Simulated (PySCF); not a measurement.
# TiNH2Cl3 (SMILES [NH2][Ti]([Cl])([Cl])[Cl]) at 6 levels

Aim: a comparison of 6 runs (BLYP/def2-SVP, M06-L/def2-SVP, SVWN5/def2-SVP, TPSS/def2-SVP, r2SCAN/def2-SVP, revPBE/def2-SVP) of TiNH2Cl3. Input form: a Python script.

The results are computed with PySCF 2.14.0.

2 further runs of the same task are left out: 2 set aside as unsound or not needed.

## 1. The structure to begin with

TiNH2Cl3 has 7 atoms, charge 0, and is taken as a singlet. As SMILES, `[NH2][Ti]([Cl])([Cl])[Cl]`. One bond was lengthened or shortened from a relaxed shape.

Bond lengths: N1–Ti2 1.838 Å, Ti2–Cl3 2.181 Å, Ti2–Cl4 2.192 Å, Ti2–Cl5 2.509 Å, N1–H6 1.012 Å, N1–H7 1.012 Å. Angles: N1–Ti2–Cl3 107.1°, N1–Ti2–Cl4 109.3°, N1–Ti2–Cl5 107.2°, Cl3–Ti2–Cl4 109.6°, Cl3–Ti2–Cl5 114.1°, Cl4–Ti2–Cl5 109.4°, Ti2–N1–H6 124.2°, Ti2–N1–H7 124.2°, H6–N1–H7 111.5°.

## 2. The energy at BLYP/def2-SVP (run 1)

input.xyz reads:

```xyz
7

N     -0.798855     0.234781     0.992424
Ti     0.293545    -0.518119    -0.279776
Cl     1.800045    -1.686919     0.779024
Cl    -0.893855    -1.839519    -1.563476
Cl     1.232300     1.358700    -1.654500
H     -1.322655     1.089881     0.858524
H     -0.984155    -0.175919     1.898224
```

calc.py reads:

```python
from pyscf import gto, dft

mol = gto.M(
    atom='input.xyz',
    verbose=3,
    spin=0,
    basis='def2-svp',
    charge=0,
    max_memory=1860,
)

calc0 = dft.RKS(mol, xc='blyp')
calc0.conv_tol = 1e-10
calc0.grids.level = 5
calc0.kernel()
if not calc0.converged:
    calc0 = calc0.newton().run(calc0.mo_coeff, calc0.mo_occ)

energy = calc0.e_tot
print('Final energy', energy)
```

Run with:

```
$ OMP_NUM_THREADS=1 python calc.py
```

Log:

```text
converged SCF energy = -2285.67338578536
Final energy -2285.6733857853574
```

Run time: 35 s. Hardware: 1 thread of Intel Xeon at 2.70GHz, shared host; peak memory 0.6 GiB.

## 3. The energy at M06-L/def2-SVP (run 2)

calc.py reads:

```python
from pyscf import gto, dft

mol = gto.Mole()
mol.atom = [
    ('N', (-0.798855, 0.234781, 0.992424)),
    ('Ti', (0.293545, -0.518119, -0.279776)),
    ('Cl', (1.800045, -1.686919, 0.779024)),
    ('Cl', (-0.893855, -1.839519, -1.563476)),
    ('Cl', (1.232300, 1.358700, -1.654500)),
    ('H', (-1.322655, 1.089881, 0.858524)),
    ('H', (-0.984155, -0.175919, 1.898224)),
]
mol.basis = 'def2-svp'
mol.verbose = 3
mol.max_memory = 1860
mol.build()

myscf = dft.RKS(mol)
myscf.xc = 'm06-l'
myscf.grids.level = 5
myscf.conv_tol = 1e-10
myscf.kernel()
if not myscf.converged:
    myscf = myscf.newton().run(myscf.mo_coeff, myscf.mo_occ)

etot = myscf.e_tot
print(f'total energy: {etot:.8f} hartree')
```

Run with:

```
$ OMP_NUM_THREADS=1 python calc.py
```

Log:

```text
converged SCF energy = -2285.67097437293
total energy: -2285.67097437 hartree
```

Wall time 57 s (1 thread of Intel Xeon at 2.70GHz, shared host); peak memory 0.61 GiB.

Runs 3 to 5 aren't shown in full; the table further down has their settings and results.

## 4. A single-point energy at revPBE/def2-SVP (run 6)

job.py reads:

```python
from pyscf import gto, dft

mol = gto.M(
    atom='''
N   -0.798855   0.234781   0.992424
Ti   0.293545  -0.518119  -0.279776
Cl   1.800045  -1.686919   0.779024
Cl  -0.893855  -1.839519  -1.563476
Cl   1.232300   1.358700  -1.654500
H   -1.322655   1.089881   0.858524
H   -0.984155  -0.175919   1.898224
''',
    basis='def2-svp',
    max_memory=1860,
    verbose=4,
    charge=0,
)

mf = dft.RKS(mol, xc='revpbe')
mf.conv_tol = 1e-10
mf.grids.level = 5
mf.kernel()
if not mf.converged:
    mf = mf.newton().run(mf.mo_coeff, mf.mo_occ)

e_final = mf.e_tot
print('Final energy', e_final)
```

Run with:

```
$ OMP_NUM_THREADS=1 python job.py
```

Log:

```text
PySCF version 2.14.0

[... 87 lines left out ...]
converged SCF energy = -2285.30580431619
Final energy -2285.3058043161946
```

Wall time 35 s (1 thread of Intel Xeon at 2.70GHz, shared host); peak memory 0.6 GiB.

## 5. Overview of the runs

| run | level | energy (Eh) | dipole moment (D) | HOMO energy (eV) | LUMO energy (eV) | wall time |
| --- | --- | --- | --- | --- | --- | --- |
| 1 | BLYP/def2-SVP | -2285.673386 | 3.70 | -6.67 | -4.12 | 35 s |
| 2 | M06-L/def2-SVP | -2285.670974 | 4.03 | -7.37 | -4.60 | 57 s |
| 3 | SVWN5/def2-SVP | -2278.752823 | 3.78 | -7.02 | -4.48 | 16 s |
| 4 | TPSS/def2-SVP | -2285.789408 | 3.92 | -7.11 | -4.43 | 58 s |
| 5 | r2SCAN/def2-SVP | -2285.540150 | 4.00 | -7.38 | -4.50 | 54 s |
| 6 | revPBE/def2-SVP | -2285.305804 | 3.83 | -6.91 | -4.33 | 35 s |

## 6. Results

```
            quantity           value
 run 6: total energy  -2285.30580 Eh
run 6: dipole moment          3.83 D
  run 6: HOMO energy        -6.91 eV
  run 6: LUMO energy        -4.33 eV
run 6: HOMO–LUMO gap         2.58 eV
```

What this shows: The dipole moment (its size) runs from 3.70 D (BLYP/def2-SVP) to 4.03 D (M06-L/def2-SVP). The HOMO–LUMO gap runs from 2.54 eV (SVWN5/def2-SVP) to 2.88 eV (r2SCAN/def2-SVP). Totals of different functionals can't be ranked against each other. All runs together took 4.3 min, the longest 58 s.
